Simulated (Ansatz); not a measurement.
# One shape, several levels: GeHBr (SMILES [GeH][Br])

We compute a comparison of 6 runs (HF/STO-3G, HF/6-31G*, PBE/cc-pVDZ, B2PLYP/6-31G**, PBE0/def2-SVP, CCSD(T)/ANO-RCC-VTZP) of GeHBr. 

Program for the calculation: Ansatz 0.2.0.

7 further runs of the same task are left out: 3 for a known fault of the program, 4 set aside as unsound or not needed.

### Step 1. Starting point

GeHBr has 3 atoms, charge 0, and is taken as a singlet. SMILES: `[GeH][Br]`. Geometry: relaxed at PBE0-D4/def2-TZVP.

Bond lengths: Ge1–Br2 2.339 Å, Ge1–H3 1.598 Å. Angles: Br2–Ge1–H3 93.3°.

### Step 2. Energy and forces at HF/STO-3G (run 1)

job.yaml reads:

```yaml
basis:
  gaussian:
    orbitals: STO-3G
crystal:
  periodic: [false, false, false]
  atoms:
    - {symbol: Ge, position_ang: [0.359400, -0.859900, 0.094000]}
    - {symbol: Br, position_ang: [0.673600, 1.417200, 0.525900]}
    - {symbol: H, position_ang: [-1.044000, -0.622200, -0.633200]}
magnetization:
  spin_polarized: false
hamiltonian:
  xc: hf
accuracy: high
output:
  forces: true
  orbitals: {seedname: orbitals}
```

Launch:

```
$ ansatz run job.yaml --threads 1 --pin off --max-ram 2610MiB --events-out events.jsonl --progress --plain --runs-dir runs
```

The log of the run:

```text
Warning: RAYON_NUM_THREADS=1 ignored (pool sized by the plan → 1); use --threads N
Functional definition: HF
  name "HF"
  exchange = exact_x
  correlation = 0
473 factors; integrals over basis functions are off by at most 3.8e-8 eV
mean field evaluation 1: about -125089.6253 eV, gradient 1.0e1 eV
mean field evaluation 2: about -125089.6644 eV, gradient 1.0e1 eV
mean field evaluation 4: about -125090.4811 eV, gradient 6.3e-1 eV
mean field evaluation 8: about -125090.4841 eV, gradient 2.3e-6 eV
mean field -125090.48408787 eV, -4596.9905008537 hartree, gradient 3.9e-8 eV, S^2 0.000000; 0 other end points of the search recorded, 0 dependent functions left out
the calculation of the forces begins
reference -125090.48408787 eV, -4596.9905008537 hartree; 34, 34 occupied and 3, 3 virtual orbitals, 473 factors
Total energy: -125090.48408787 eV, -4596.9905008537 hartree
Atom 0 at     0.359400    -0.859900     0.094000 Å, force    -1.736873     1.381543    -0.774434 eV/Å
Atom 1 at     0.673600     1.417200     0.525900 Å, force    -0.181324    -1.103747    -0.224957 eV/Å
Atom 2 at    -1.044000    -0.622200    -0.633200 Å, force     1.918197    -0.277797     0.999391 eV/Å
Dipole moment:    -0.136064    -0.412501    -0.120799 e Å
```

Wall time 0.91 s (1 thread of AMD EPYC 7R43 (Zen 3), shared host).

### Step 3. Energy and forces at HF/6-31G(d) (spherical functions) (run 2)

molecule.yaml reads:

```yaml
crystal:
  periodic: [false, false, false]
  atoms:
    - {symbol: Ge, position_ang: [0.359400, -0.859900, 0.094000]}
    - {symbol: Br, position_ang: [0.673600, 1.417200, 0.525900]}
    - {symbol: H, position_ang: [-1.044000, -0.622200, -0.633200]}
basis:
  gaussian:
    orbitals: 6-31G_st_-spherical.json
total_charge: 0
magnetization:
  spin_polarized: false
  initial_magnetization: 0
hamiltonian:
  xc: hf
accuracy: high
output: {forces: true, orbitals: {seedname: orbitals}}
```

The basis set 6-31G* is read from a file made from the Basis Set Exchange's data (not shown).

Launch:

```
$ ansatz run molecule.yaml --threads 1 --pin off --max-ram 2610MiB --events-out events.jsonl --progress --plain --runs-dir runs
```

The log of the run, shortened:

```text
Warning: RAYON_NUM_THREADS=1 ignored (pool sized by the plan → 1); use --threads N
Functional definition: HF
  name "HF"
[...]
1156 factors; integrals over basis functions are off by at most 1.4e-8 eV
[...]
mean field -126472.49007046 eV, -4647.7782839568 hartree, gradient 8.8e-8 eV, S^2 0.000000; 0 other end points of the search recorded, 0 dependent functions left out
[...]
reference -126472.49007046 eV, -4647.7782839568 hartree; 34, 34 occupied and 32, 32 virtual orbitals, 1156 factors
Total energy: -126472.49007046 eV, -4647.7782839568 hartree
Atom 0 at     0.359400    -0.859900     0.094000 Å, force    -0.236341    -0.226692    -0.153265 eV/Å
Atom 1 at     0.673600     1.417200     0.525900 Å, force     0.083042     0.316531     0.081205 eV/Å
Atom 2 at    -1.044000    -0.622200    -0.633200 Å, force     0.153299    -0.089840     0.072059 eV/Å
Dipole moment:    -0.118809    -0.453468    -0.116251 e Å
```

It took 4.5 s on 1 thread of AMD EPYC 7R43 (Zen 3), shared host.

Run 3 isn't shown in full; the table further down has it.

### Step 4. Energy and forces at B2PLYP/6-31G(d,p) (spherical functions) (run 4)

molecule.yaml reads:

```yaml
basis:
  gaussian:
    orbitals: 6-31G_st__st_-spherical.json
crystal:
  periodic: [false, false, false]
  atoms:
    - {symbol: Ge, position_ang: [0.359400, -0.859900, 0.094000]}
    - {symbol: Br, position_ang: [0.673600, 1.417200, 0.525900]}
    - {symbol: H, position_ang: [-1.044000, -0.622200, -0.633200]}
hamiltonian:
  xc: {name: B2PLYP}
output: {forces: true, orbitals: {seedname: orbitals}}
correlation:
  frozen_orbitals: {Br: 9, Ge: 9, H: 0}
accuracy: high
```

The basis set 6-31G** is read from a file made from the Basis Set Exchange's data (not shown).

Launch:

```
$ ansatz run molecule.yaml --threads 1 --pin off --max-ram 2610MiB --events-out events.jsonl --progress --plain --runs-dir runs
```

The log of the run, shortened:

```text
Warning: RAYON_NUM_THREADS=1 ignored (pool sized by the plan → 1); use --threads N
Functional definition: B2PLYP
  name "B2PLYP"
[...]
1227 factors; integrals over basis functions are off by at most 7.2e-9 eV
[...]
mean field -126540.04649252 eV, -4650.2609366758 hartree, gradient 9.3e-8 eV, S^2 0.000000; 0 other end points of the search recorded, 0 dependent functions left out
18 core orbitals not correlated: weight in the atoms' cores, before any rotation towards them, 1.000 or more for the frozen orbitals, at most 0.000 for the correlated occupied ones
reference -126540.04651145 eV, -4650.2609373716 hartree; 16, 16 occupied and 35, 35 virtual orbitals, 1227 factors
second order -15.79561248 eV of doubles, -0.00000000 eV of singles
[...]
Total energy: -126544.31132682 eV, -4650.4176664456 hartree
Atom 0 at     0.359400    -0.859900     0.094000 Å, force    -0.107483    -0.270831    -0.089070 eV/Å
Atom 1 at     0.673600     1.417200     0.525900 Å, force     0.053251     0.299390     0.063206 eV/Å
Atom 2 at    -1.044000    -0.622200    -0.633200 Å, force     0.054232    -0.028559     0.025864 eV/Å
Dipole moment:    -0.093033    -0.356258    -0.091165 e Å
```

Run time: 18 s. Hardware: 1 thread of AMD EPYC 7R43 (Zen 3), shared host.

Run 5 isn't shown in full; the table further down has it.

### Step 5. Energy and gradient at CCSD(T)/ANO-RCC-VTZP (sfX2C) (run 6)

in.yaml reads:

```yaml
crystal:
  periodic: [false, false, false]
  atoms:
    - {symbol: Ge, position_ang: [0.359400, -0.859900, 0.094000]}
    - {symbol: Br, position_ang: [0.673600, 1.417200, 0.525900]}
    - {symbol: H, position_ang: [-1.044000, -0.622200, -0.633200]}
basis:
  gaussian: {orbitals: ANO-RCC-VTZP}
correlation: {method: ccsd_t, electrons: outside_noble_gas}
output: {forces: true}
```

Launch:

```
$ ansatz run in.yaml --threads 1 --pin off --max-ram 2610MiB --events-out events.jsonl --progress --plain --runs-dir runs
```

The log of the run, shortened:

```text
Warning: RAYON_NUM_THREADS=1 ignored (pool sized by the plan → 1); use --threads N
Functional definition: HF
  name "HF"
[...]
679 factors; integrals over basis functions are off by at most 1.2e-3 eV
[...]
mean field -127952.50211088 eV, -4702.1677232538 hartree, gradient 2.4e-6 eV, S^2 0.000000; 0 other end points of the search recorded, 0 dependent functions left out
28 core orbitals not correlated: weight in the atoms' cores, before any rotation towards them, 0.999 or more for the frozen orbitals, at most 0.000 for the correlated occupied ones
reference -127952.50211088 eV, -4702.1677232538 hartree; 6, 6 occupied and 66, 66 virtual orbitals, 679 factors
second order -6.65483545 eV of doubles, -0.00000000 eV of singles
cycle   1  -7.22342638 eV  change   -5.7e-1 eV  update   7.2e-2
[...]
cycle  11  -7.49154421 eV  change   -2.5e-6 eV  update   2.4e-6
perturbative correction -0.29587998 eV, -0.0108733886 hartree
[...]
Total energy: -127960.28953506 eV, -4702.4539058140 hartree
Relativity: scalar
Atom 0 at     0.359400    -0.859900     0.094000 Å, force    -0.118342    -0.314929    -0.100002 eV/Å
Atom 1 at     0.673600     1.417200     0.525900 Å, force     0.057624     0.342119     0.070492 eV/Å
Atom 2 at    -1.044000    -0.622200    -0.633200 Å, force     0.060717    -0.027190     0.029510 eV/Å
Dipole moment:    -0.044005    -0.394342    -0.069199 e Å
```

Run time: 23 s. Hardware: 1 thread of AMD EPYC 7R43 (Zen 3), shared host; peak memory 0.31 GiB.

### Step 6. Overview of the runs

| run | level | frozen core orbitals | accuracy | energy (Eh) | dipole moment (D) | HOMO energy (eV) | LUMO energy (eV) | wall time |
| --- | --- | --- | --- | --- | --- | --- | --- | --- |
| 1 | HF/STO-3G | – | high | -4596.990501 | 2.17 | -6.62 | 3.90 | 0.91 s |
| 2 | HF/6-31G* (spherical functions) | – | high | -4647.778284 | 2.32 | -9.51 | -0.17 | 4.5 s |
| 3 | PBE/cc-pVDZ | – | high | -4651.011492 | 1.44 | -5.90 | -3.84 | 6.9 s |
| 4 | B2PLYP/6-31G** (spherical functions) | 18 | high | -4650.417666 | 1.82 | -7.97 | -2.04 | 18 s |
| 5 | PBE0/def2-SVP | – | high | -4650.636549 | 1.63 | -7.02 | -3.10 | 7.5 s |
| 6 | CCSD(T)/ANO-RCC-VTZP (sfX2C) | 28 | medium | -4702.453906 | 1.93 | – | – | 23 s |

### Step 7. Summary of results

```
                                           quantity           value
                                run 6: total energy  -4702.45391 Eh
          run 6: dipole moment (correlated density)          1.93 D
run 6: correlation energy (28 core orbitals frozen)      -286.2 mEh
                              run 6: (T) correction      -10.87 mEh
                               run 6: T1 diagnostic           0.015
                    run 6: largest force on an atom      0.354 eV/Å
```

The dipole moment (its size) runs from 1.44 D (PBE/cc-pVDZ) to 2.32 D (HF/6-31G*). The two ends differ in method and basis. Over runs 1, 2, 3, 4, 5 the HOMO–LUMO gap runs from 2.06 eV (PBE/cc-pVDZ) to 10.52 eV (HF/STO-3G). Totals of different functionals can't be ranked against each other. Some runs of one species differ in core potentials or relativity; totals across that change don't compare. In run 1 the basis is minimal, so the values are rough. All runs together took 60 s, the longest 23 s.
